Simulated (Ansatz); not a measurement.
Runs of Ansatz 0.2.0 on NiMoIrPdW. The structure is trigonal, space group P3m1 (No. 156). The conventional cell has a = 4.117 Å, b = 4.117 Å, c = 5.446 Å, α = 90.00°, β = 90.00°, γ = 120.00°. Ni (site symmetry 3m) has 3 Mo at 2.38 Å and 3 Ir at 2.69 Å as nearest neighbours. Around Mo (site symmetry 3m) lie 3 Ni at 2.38 Å and 3 Ir at 2.70 Å and 2 Pd at 2.72 to 2.73 Å. Around Pd (site symmetry 3m) lie 3 W at 2.68 Å and 2 Mo at 2.72 to 2.73 Å and 3 Ir at 2.77 Å. Around Ir (site symmetry 3m) lie 2 W at 2.66 to 2.78 Å and 3 Ni at 2.69 Å and 3 Mo at 2.70 Å and 3 Pd at 2.77 Å. W (site symmetry 3m) has 2 Ir at 2.66 to 2.78 Å and 3 Pd at 2.68 Å and 3 Mo at 2.81 Å and 3 Ni at 2.82 Å as nearest neighbours. The cell was built by a generator and needn't be a form met in nature.

```csv
task,level,potentials or basis,cell,k mesh,cutoff (eV),basis error allowed,pressure (GPa),moment (μB),largest force (eV/Å)
band structure,PBEsol,"all-electron LAPW, scalar-relativistic",as given,6 × 6 × 4,314,0.002 eV/atom,-8.0,0.00,(b)
band structure,revPBE,"all-electron LAPW, scalar-relativistic",as given,6 × 6 × 4,315,0.002 eV/atom,2.7,0.00,0.19
band structure,BLYP,"all-electron LAPW, scalar-relativistic",as given,6 × 6 × 4,314,0.002 eV/atom,9.7,0.00,(a)
relaxation of cell and atoms,PBEsol,all-electron PAW datasets made for the crystal,relaxed,5 × 5 × 3,-,-,0.0,0.00,0.01
```

Alike in all rows: spin collinear, ferromagnetic start; smearing fermi-dirac 0.05 eV; the mesh is coarse, so values aren't converged.

Estimate the missing entries.

(a) 0.29; (b) 0.10.

Caveats: some runs use coarse meshes; the k mesh is thin for a metal, which can move the energy by tens of meV per atom; the starting moments weren't kept; the program listed the state as in doubt (some runs).

The runs don't all hold the same shells in valence.

Runs at the PBE level aren't shown here.
